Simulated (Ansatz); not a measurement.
# Al2Cu: the cost of one run

Computed with Ansatz 0.2.0, driven from Python. Level of theory: DFT r2SCAN, plane waves, PAW.

## Step 1: The system

Al2Cu P4/mmm: Symmetry: P4/mmm, No. 123, tetragonal system. The conventional cell has a = 4.105 Å, b = 4.105 Å, c = 2.891 Å, α = 90.00°, β = 90.00°, γ = 90.00°. Al (site symmetry mmm) has 4 Cu at 2.51 Å as nearest neighbours. Around Cu (site symmetry 4/mmm) lie 8 Al at 2.51 Å.

Al2Cu I4/mmm: It takes space group I4/mmm (No. 139, tetragonal). The conventional cell has a = 4.061 Å, b = 4.061 Å, c = 5.702 Å, α = 90.00°, β = 90.00°, γ = 90.00°. Al (site symmetry -4m2) has 4 Cu at 2.48 Å and 6 Al at 2.85 to 2.87 Å as nearest neighbours. Around Cu (site symmetry 4/mmm) lie 8 Al at 2.48 Å.

No structure file is read: the coordinates are typed or built in the script.

## Step 2: The code

Input file polymorphs_al2cu.py:

```python
# -*- coding: utf-8 -*-
"""Which structure of Al2Cu is lowest in energy, after relaxing atoms and volume at fixed cell shape."""

import warnings

import ansatz as az
import numpy as np
import spglib
from tabulate import tabulate

PHASES = {
    "P4/mmm": (
        [[4.105182, 0.0, 0.0], [0.0, 4.105182, 0.0], [0.0, 0.0, 2.891313]],
        [
            ("Al", [0.5, 0.0, 0.5]),
            ("Al", [0.0, 0.5, 0.5]),
            ("Cu", [0.0, 0.0, 0.0]),
        ],
    ),
    "I4/mmm": (
        [[-2.0303375, 2.0303375, 2.851094], [2.0303375, -2.0303375, 2.851094], [2.0303375, 2.0303375, -2.851094]],
        [
            ("Al", [0.75, 0.25, 0.5]),
            ("Al", [0.25, 0.75, 0.5]),
            ("Cu", [0.5, 0.5, 0.0]),
        ],
    ),
}


def build(vectors, sites):
    crystal = az.Crystal(lattice=az.Lattice.of(vectors))
    for symbol, position in sites:
        crystal = crystal.atom(symbol, position)
    return crystal


def ground_state(name, crystal):
    calc = (
        crystal.calculation()
        .basis(500, density_ratio=4)
        .mixing("msr1", ndim=8, beta=0.4)
        .scf(tolerance=1e-08, max_iterations=100)
        .functional("r2scan")
        .eigensolver("davidson")
        .kpoints(spacing=0.39)
        .occupations("gaussian", width=0.1)
        .stress()
        .band_table()
    )
    calc = calc.relax(force_tolerance=0.02, max_steps=40, fix_cell=["shape"])
    return calc.run()


def pressure_gpa(outcome):
    return float(np.trace(outcome.report["stress_gpa"]) / 3)


def space_group(outcome):
    sites = outcome.report["lattice"]["sites"]
    kinds = sorted({site["symbol"] for site in sites})
    cell = (outcome.lattice.cell_ang, [site["position_frac"] for site in sites], [kinds.index(site["symbol"]) for site in sites])
    return spglib.get_spacegroup(cell, symprec=0.01)


def volume_per_atom(outcome):
    return abs(np.linalg.det(outcome.lattice.cell_ang)) / len(outcome.lattice.sites)

warnings.simplefilter("ignore")

phases = {name: build(*cell) for name, cell in PHASES.items()}

done = {}
for name, crystal in phases.items():
    try:
        done[name] = ground_state(name, crystal)
    except az.NonConvergedError as error:
        print(name, "did not converge:", str(error)[:120])

energy = {name: o.report["energy_sigma0_ev"] / len(o.lattice.sites) for name, o in done.items()}
lowest = min(energy.values())
rows = [(name, len(o.lattice.sites), 1000 * (energy[name] - lowest), pressure_gpa(o), space_group(o), volume_per_atom(o)) for name, o in done.items()]
rows.sort(key=lambda row: row[2])
print(tabulate(rows, headers=["phase", "atoms", "dE (meV/atom)", "P (GPa)", "space group", "V (A^3/atom)"], floatfmt=".4f", tablefmt="plain"))
```

## Step 3: The calls as engine input

The engine receives this input (first run):

```yaml
crystal:
  lattice:
    - [4.105182, 0.0, 0.0]
    - [0.0, 4.105182, 0.0]
    - [0.0, 0.0, 2.891313]
  atoms:
    - { symbol: Al, position: [0.5, 0.0, 0.5] }
    - { symbol: Al, position: [0.0, 0.5, 0.5] }
    - { symbol: Cu, position: [0.0, 0.0, 0.0] }
basis:
  ecutwfc: 500.0
  ecutrho_ratio: 4
kpoints:
  mp_grid:
    kspacing: 0.39
hamiltonian:
  xc: r2scan
scf:
  max_iter: 100
  convergence:
    dr2_threshold: 1.0e-08
  mixing:
    algorithm: msr1
    beta: 0.4
    ndim: 8
  occupations:
    method: gaussian
    width: 0.1
  eigensolver:
    kind: davidson
relax:
  f_tol: 0.02
  max_steps: 40
  cell:
    fix: [shape]
output:
  stress: true
  eigenvalues: true
```

## Step 4: Launch

The run is started by

```console
$ python polymorphs_al2cu.py
```

What time and memory should one allow on 1 thread of Arm Neoverse V1, shared host?

About 37 s, with a peak of 0.52 GiB.
